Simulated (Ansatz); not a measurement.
# H8InNO2Si2: the cost of one run

Method: RKS PBE0-D4/def2-TZVP; program: Ansatz 0.2.0, Gaussian basis.

The runs, in order: relaxation at PBE0-D4/def2-TZVP; harmonic vibrations at the same level.

1 further run of the same task is left out (set aside as unsound or not needed). Runs told in other sessions of the task aren't counted.

## Step 1: Starting geometry

14 atoms, charge 0, spin multiplicity 1.

Atoms are counted from 1 here; the program's logs count them from 0.

Bond lengths: N1–In2 2.053 Å, N1–H7 1.017 Å, N1–H8 1.017 Å, In2–O3 1.959 Å, In2–O5 1.960 Å, O3–Si4 1.618 Å, Si4–H9 1.471 Å, Si4–H10 1.474 Å, Si4–H11 1.466 Å, O5–Si6 1.617 Å, Si6–H12 1.473 Å, Si6–H13 1.466 Å, Si6–H14 1.471 Å. Angles: In2–N1–H7 108.5°, In2–N1–H8 109.0°, H7–N1–H8 107.5°, N1–In2–O3 120.4°, N1–In2–O5 121.9°, O3–In2–O5 117.5°, In2–O3–Si4 135.7°, O3–Si4–H9 111.7°, O3–Si4–H10 110.7°, O3–Si4–H11 100.3°, H9–Si4–H10 109.8°, H9–Si4–H11 112.4°, H10–Si4–H11 111.6°, In2–O5–Si6 134.9°, O5–Si6–H12 111.1°, O5–Si6–H13 100.2°, O5–Si6–H14 111.5°, H12–Si6–H13 112.1° and more.

Coordinates:

```mol
H8InNO2Si2
  3D, bonds by distance, orders not assigned

 14 13  0  0  0  0  0  0  0  0999 V2000
   -3.2283    0.4986    0.7511 N   0  0
   -1.2587    0.2428    0.2335 In  0  0
   -0.6838   -1.3706   -0.7166 O   0  0
    0.7243   -1.9604   -1.2514 Si  0  0
    0.1296    1.5151    0.7789 O   0  0
    1.7430    1.4686    0.8808 Si  0  0
   -3.8088    0.0836    0.0268 H   0  0
   -3.4374    1.4933    0.7777 H   0  0
    1.7046   -2.1013   -0.1634 H   0  0
    1.2782   -1.1022   -2.3140 H   0  0
    0.2828   -3.2552   -1.7783 H   0  0
    2.1848    0.4242    1.8209 H   0  0
    2.0100    2.8175    1.3902 H   0  0
    2.3598    1.2461   -0.4364 H   0  0
  1  2  8  0
  2  3  8  0
  3  4  8  0
  2  5  8  0
  5  6  8  0
  1  7  8  0
  1  8  8  0
  4  9  8  0
  4 10  8  0
  4 11  8  0
  6 12  8  0
  6 13  8  0
  6 14  8  0
M  END
```

The start is a GFN2-xTB geometry. In takes the def2 core potential; no spin-orbit term is included.

## Step 2: Relaxation at PBE0-D4/def2-TZVP

Input file in.yaml:

```yaml
crystal:
  periodic: [false, false, false]
  atoms:
    - {symbol: N, position_ang: [-3.228330, 0.498560, 0.751140]}
    - {symbol: In, position_ang: [-1.258670, 0.242760, 0.233490]}
    - {symbol: O, position_ang: [-0.683830, -1.370580, -0.716550]}
    - {symbol: Si, position_ang: [0.724290, -1.960410, -1.251410]}
    - {symbol: O, position_ang: [0.129560, 1.515070, 0.778880]}
    - {symbol: Si, position_ang: [1.742980, 1.468630, 0.880810]}
    - {symbol: H, position_ang: [-3.808780, 0.083640, 0.026830]}
    - {symbol: H, position_ang: [-3.437410, 1.493290, 0.777700]}
    - {symbol: H, position_ang: [1.704620, -2.101340, -0.163380]}
    - {symbol: H, position_ang: [1.278240, -1.102210, -2.314020]}
    - {symbol: H, position_ang: [0.282750, -3.255160, -1.778270]}
    - {symbol: H, position_ang: [2.184760, 0.424170, 1.820940]}
    - {symbol: H, position_ang: [2.010040, 2.817520, 1.390220]}
    - {symbol: H, position_ang: [2.359780, 1.246060, -0.436380]}
basis:
  gaussian: {orbitals: def2-TZVP}
hamiltonian: {xc: pbe0, dispersion: d4}
relax: {f_tol: 0.005, max_steps: 150}
```

On the command line:

```
$ ansatz run in.yaml --threads 4 --pin off --events-out ev --progress --plain --max-ram 11315MiB
```

Q: Estimate wall time and peak memory on 4 threads of Arm Neoverse V2, shared host.

About 1.9 min, with a peak of 0.99 GiB.
